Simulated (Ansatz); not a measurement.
# Al5C3: the cost of one run

Method: DFT PBE, scalar-relativistic, plane waves, PAW, in Ansatz 0.2.0.

**1. The starting structure**

It takes space group Im-3m (No. 229, cubic). The conventional cell has a = 6.085 Å, b = 6.085 Å, c = 6.085 Å, α = 90.00°, β = 90.00°, γ = 90.00°. Al (site symmetry m-3m) is surrounded by 8 Al at 2.63 Å. Al (site symmetry -3m) is surrounded by 2 Al at 2.63 Å and 6 C at 2.63 Å. C (site symmetry 4/mmm) is surrounded by 8 Al at 2.63 Å.

As a file:

```xyz
8
Lattice="-3.0425 3.0425 3.0425 3.0425 -3.0425 3.0425 3.0425 3.0425 -3.0425" Properties=species:S:1:pos:R:3 pbc="T T T"
Al    0.0000    0.0000    0.0000
Al    1.5212    1.5212   -1.5212
Al    1.5212   -1.5212    1.5212
Al   -1.5212    1.5212    1.5212
Al    1.5212    1.5212    1.5212
C     3.0425    0.0000    0.0000
C     0.0000    0.0000    3.0425
C     0.0000    3.0425    0.0000
```

The cell is invented: species swapped into a database cell of Fe5Co3 (Im-3m, No. 229), with Al on the Fe sites and C on the Co sites. Lengths come from tabulated atomic sizes and are only a guess.

**2. Probe: one point on a coarse mesh**

The input, input.yaml:

```yaml
crystal:
  lattice:
    - [-3.04248233, 3.04248233, 3.04248233]
    - [3.04248233, -3.04248233, 3.04248233]
    - [3.04248233, 3.04248233, -3.04248233]
  atoms:
    - { symbol: Al, position: [0.0, 0.0, 0.0] }
    - { symbol: Al, position: [0.0, 0.0, 0.5] }
    - { symbol: Al, position: [0.0, 0.5, 0.0] }
    - { symbol: Al, position: [0.5, 0.0, 0.0] }
    - { symbol: Al, position: [0.5, 0.5, 0.5] }
    - { symbol: C, position: [0.0, 0.5, 0.5] }
    - { symbol: C, position: [0.5, 0.5, 0.0] }
    - { symbol: C, position: [0.5, 0.0, 0.5] }
basis:
  ecutwfc: 420
kpoints:
  mp_grid: { grid: [4, 4, 4] }
hamiltonian:
  xc: pbe
scf:
  occupations: { method: gaussian, width: 0.1 }
  lower_state_search: "off"
output:
  forces: true
  stress: true
  eigenvalues: true
```

Run with:

```
$ ansatz run input.yaml --threads 1 --pin off --max-ram 2048MiB --backend cpu --events-out ev --progress --plain --runs-dir out
```

What time and memory should one allow on 1 thread of Arm Neoverse V2, shared host?

About 1.1 s, with a peak of 0.31 GiB.
